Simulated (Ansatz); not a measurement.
# CrAsRh: the cost of one run

Computed with Ansatz 0.2.0 (DFT, PAW plane waves, r2scan, unless a step's input says otherwise).

### Step 1. The structure to begin with

The structure is hexagonal, space group P-62m (No. 189). Conventional cell: a = 6.384 Å, b = 6.384 Å, c = 3.718 Å, α = 90.00°, β = 90.00°, γ = 120.00°. Around Cr (site symmetry m2m) lie 5 As at 2.63 to 2.68 Å and 6 Rh at 2.80 to 2.96 Å. Around As (site symmetry -62m) lie 6 Rh at 2.50 Å and 3 Cr at 2.63 Å. As (site symmetry -6) is surrounded by 3 Rh at 2.39 Å and 6 Cr at 2.68 Å. Around Rh (site symmetry m2m) lie 4 As at 2.39 to 2.50 Å.

Structure file:

```cif
data_structure
_symmetry_space_group_name_H-M 'P-62m'
_symmetry_Int_Tables_number 189
_cell_length_a 6.3840
_cell_length_b 6.3840
_cell_length_c 3.7180
_cell_angle_alpha 90.000
_cell_angle_beta 90.000
_cell_angle_gamma 120.000
_cell_volume 131.23
loop_
_atom_site_label
_atom_site_type_symbol
_atom_site_symmetry_multiplicity
_atom_site_Wyckoff_symbol
_atom_site_fract_x
_atom_site_fract_y
_atom_site_fract_z
_atom_site_occupancy
Cr1 Cr 3 g 0.58800 0.00000 0.50000 1
As1 As 1 b 0.00000 0.00000 0.50000 1
As2 As 2 c 0.33333 0.66667 0.00000 1
Rh1 Rh 3 f 0.26100 0.00000 0.00000 1
```

### Step 2. A run

Input file input.yaml:

```yaml
crystal:
  lattice:
    - [6.384, 0.0, 0.0]
    - [-3.192, 5.52870618, 0.0]
    - [0.0, 0.0, 7.436]
  atoms:
    - { symbol: Cr, position: [0.588, 0.0, 0.25], spin: 3.0 }
    - { symbol: Cr, position: [0.412, 0.412, 0.25], spin: 3.0 }
    - { symbol: Cr, position: [0.0, 0.588, 0.25], spin: 3.0 }
    - { symbol: As, position: [0.0, 0.0, 0.25] }
    - { symbol: As, position: [0.33333333, 0.66666667, 0.0] }
    - { symbol: As, position: [0.66666667, 0.33333333, 0.0] }
    - { symbol: Rh, position: [0.261, 0.0, 0.0] }
    - { symbol: Rh, position: [0.739, 0.739, 0.0] }
    - { symbol: Rh, position: [0.0, 0.261, 0.0] }
    - { symbol: Cr, position: [0.588, 0.0, 0.75], spin: 3.0 }
    - { symbol: Cr, position: [0.412, 0.412, 0.75], spin: 3.0 }
    - { symbol: Cr, position: [0.0, 0.588, 0.75], spin: 3.0 }
    - { symbol: As, position: [0.0, 0.0, 0.75] }
    - { symbol: As, position: [0.33333333, 0.66666667, 0.5] }
    - { symbol: As, position: [0.66666667, 0.33333333, 0.5] }
    - { symbol: Rh, position: [0.261, 0.0, 0.5] }
    - { symbol: Rh, position: [0.739, 0.739, 0.5] }
    - { symbol: Rh, position: [0.0, 0.261, 0.5] }
  symmetry: { tolerance: 0.0003 }
hamiltonian:
  xc: r2scan
  pseudopotentials: { kind: paw, azcp: { folder: soft_1 } }
basis:
  ecutwfc: 500
magnetization:
  spin_polarized: true
scf:
  occupations: { method: fermi_dirac, width: 0.05 }
kpoints:
  mp_grid: { grid: [6, 6, 5], shift: [0, 0, 0] }
output:
  forces: true
  stress: true
  eigenvalues: true
```

Started as:

```
ansatz run input.yaml --threads 4 --pin off --max-ram 10240MiB --backend cpu --events-out ev --progress --plain --runs-dir out
```

What time and memory should one allow on 4 threads of AMD EPYC 9R45 (Zen 5), shared host?

About 73 s, with a peak of 3 GiB.
